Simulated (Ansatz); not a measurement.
I need a rigid scan of one bond angle of ClH5OSi2, SMILES [SiH3]O[SiH2]Cl. Use Ansatz 0.2.0 through its Python package. Level of theory (for the species named): B3LYP, 6-31G* basis, multiplicity 1, D4 dispersion.

| atom | x (Å) | y (Å) | z (Å) |
| --- | --- | --- | --- |
| Si | 0.4780 | 1.4412 | 0.3020 |
| O | 0.4911 | -0.1650 | 0.2467 |
| Si | -0.4694 | -1.4107 | -0.3029 |
| Cl | 0.6589 | -3.1140 | 0.1543 |
| H | 0.3350 | 2.0028 | -1.1109 |
| H | 1.6492 | 2.0350 | 0.9401 |
| H | -0.7423 | 1.9130 | 1.0563 |
| H | -1.6996 | -1.4243 | 0.4146 |
| H | -0.6124 | -1.3243 | -1.7172 |

Script `clh5osi2_bend.py`:
```python
# -*- coding: utf-8 -*-
"""Bending curve of ClH5OSi2."""

import ansatz as az
from ase import Atoms

atoms = Atoms(["Si", "O", "Si", "Cl", "H", "H", "H", "H", "H"], positions=[
    [0.478, 1.4412, 0.302],
    [0.4911, -0.165, 0.2467],
    [-0.4694, -1.4107, -0.3029],
    [0.6589, -3.114, 0.1543],
    [0.335, 2.0028, -1.1109],
    [1.6492, 2.035, 0.9401],
    [-0.7423, 1.913, 1.0563],
    [-1.6996, -1.4243, 0.4146],
    [-0.6124, -1.3243, -1.7172],
])

# start the scan from a relaxed geometry
first = (
    az.Crystal.molecule_from_ase(atoms).calculation()
    .basis(gaussian="6-31G*")
    .functional("b3lyp", dispersion="d4")
    .relax(force_tolerance=0.02, max_steps=80)
)
atoms.positions = first.run(threads=1, backend="cpu").report["positions_ang"]

rows = []
for angle in [85, 95, 105, 115, 125, 140, 160]:
    bent = atoms.copy()
    bent.set_angle(0, 1, 2, angle, indices=[2, 3, 7, 8])
    base = (
        az.Crystal.molecule_from_ase(bent).calculation()
        .basis(gaussian="6-31G*")
        .functional("b3lyp", dispersion="d4")
    )
    rows.append((angle, base.run(threads=1, backend="cpu").report["free_energy_ev"]))
floor = min(e for _, e in rows)
for angle, e in rows:
    print(f"angle Si0-O1-Si2 = {angle:3d} deg   {1000 * (e - floor):9.1f} meV")
```

Running `python clh5osi2_bend.py` prints:
```text
angle Si0-O1-Si2 =  85 deg     22800.5 meV
angle Si0-O1-Si2 =  95 deg      7310.9 meV
angle Si0-O1-Si2 = 105 deg      2607.8 meV
angle Si0-O1-Si2 = 115 deg       872.6 meV
angle Si0-O1-Si2 = 125 deg       263.1 meV
angle Si0-O1-Si2 = 140 deg        28.5 meV
angle Si0-O1-Si2 = 160 deg         0.0 meV
```

Reading the output:
- The scan is rigid, and the energies are electronic, in a modest basis. The zero is the lowest point of the grid, which needn't be the minimum.
- b3lyp holds the VWN-RPA fit, as in Gaussian; the form of ORCA and Turbomole is b3lyp5.
- Run time: 90 s on 1 thread of Arm Neoverse V1, on a shared host, peak memory 0.24 GiB.
